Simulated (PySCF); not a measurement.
**BCl4⁻: basis, grid and Hamiltonian**

The method stays; parts of the set-up, such as the basis or the Hamiltonian, are changed.

Method: method and basis as typed in the scripts; program: PySCF 2.14.0.

## (1) Starting geometry

BCl4⁻: 5 atoms, charge -1, spin multiplicity 1.

Bond lengths: B1–Cl2 1.867 Å, B1–Cl3 1.867 Å, B1–Cl4 1.867 Å, B1–Cl5 1.867 Å. Angles: Cl2–B1–Cl3 109.5°, Cl2–B1–Cl4 109.5°, Cl2–B1–Cl5 109.5°, Cl3–B1–Cl4 109.5°, Cl3–B1–Cl5 109.5°, Cl4–B1–Cl5 109.5°.

## (2) The base run

Input file input.py:

```python
from pyscf import gto, scf, mp

mol = gto.M(
    atom='B 0 0 0; Cl 1.5248 -0.0001 1.0782; Cl -1.5248 0 1.0782; Cl 0 1.5248 -1.0782; Cl 0 -1.5248 -1.0782',
    basis='x2c-svpall',
    charge=-1,
    spin=0,
    verbose=4,
)
mf = scf.UHF(mol)
mf = mf.sfx2c1e()
mf.kernel()
mp.MP2(mf, frozen=21).kernel()
mf.dip_moment()
print('orbital energies (hartree):', [e[max(0, n-3):n+3].round(4) for e, n in zip(mf.mo_energy, mol.nelec)])
```

Launch:

```
$ OMP_NUM_THREADS=1 python input.py
```

Its log is not repeated here.

In short: E(SCF) = -1867.895546 Eh, 10 cycles, E(MP2) − E(SCF) = -0.62763 Eh.

The dipole of an ion depends on the origin.

## (3) Density fitting auto

Edit 1 changes density fitting: none → auto.

Input file input.py:

```python
from pyscf import gto, scf, mp

mol = gto.M(
    atom='B 0 0 0; Cl 1.5248 -0.0001 1.0782; Cl -1.5248 0 1.0782; Cl 0 1.5248 -1.0782; Cl 0 -1.5248 -1.0782',
    basis='x2c-svpall',
    charge=-1,
    spin=0,
    verbose=4,
)
mf = scf.UHF(mol)
mf = mf.sfx2c1e()
mf = mf.density_fit()
mf.kernel()
mp.MP2(mf, frozen=21).kernel()
mf.dip_moment()
print('orbital energies (hartree):', [e[max(0, n-3):n+3].round(4) for e, n in zip(mf.mo_energy, mol.nelec)])
```

Launch:

```
$ OMP_NUM_THREADS=1 python input.py
```

## (4) Cc-pvdz-dk

Edit 2 changes basis set: x2c-svpall → cc-pvdz-dk.

input.py: that of step 2 with these lines changed.

```diff
@@ -4,3 +4,3 @@
     atom='B 0 0 0; Cl 1.5248 -0.0001 1.0782; Cl -1.5248 0 1.0782; Cl 0 1.5248 -1.0782; Cl 0 -1.5248 -1.0782',
-    basis='x2c-svpall',
+    basis='cc-pvdz-dk',
     charge=-1,
```

## (5) Ano-rcc-vdzp

Edit 3 changes basis set: x2c-svpall → ano-rcc-vdzp.

input.py: that of step 2 with these lines changed.

```diff
@@ -4,3 +4,3 @@
     atom='B 0 0 0; Cl 1.5248 -0.0001 1.0782; Cl -1.5248 0 1.0782; Cl 0 1.5248 -1.0782; Cl 0 -1.5248 -1.0782',
-    basis='x2c-svpall',
+    basis='ano-rcc-vdzp',
     charge=-1,
```

Before running it: what results should come out? Wanted: for each run, E(SCF); from base; gap; after the SCF.

The runs gave:

| run | E(SCF) (hartree) | from base (eV) | cycles | gap (eV) | functions | after the SCF |
| --- | --- | --- | --- | --- | --- | --- |
| base | -1867.895546 | 0 | 10 | 18.87 | 86 | MP2 correlation -17.079 eV, core frozen |
| density fitting auto | -1867.895342 | +0.0055 | 10 | 18.86 | 86 | MP2 correlation -17.078 eV, core frozen |
| cc-pvdz-dk | -1868.572635 | -18.4245 | 10 | 17.82 | 86 | MP2 correlation -17.361 eV, core frozen |
| ano-rcc-vdzp | -1868.646336 | -20.4300 | 9 | 16.95 | 86 | MP2 correlation -18.323 eV, core frozen |

The largest comparable shift of the SCF energy, -20.430 eV, comes with the run “ano-rcc-vdzp”. cc-pvdz-dk (86 functions) gives an energy 18.42 eV lower than x2c-svpall (86). ano-rcc-vdzp (86 functions) gives an energy 20.43 eV lower than x2c-svpall (86). The dearest run is “ano-rcc-vdzp”, at 29 s against 4.4 s.
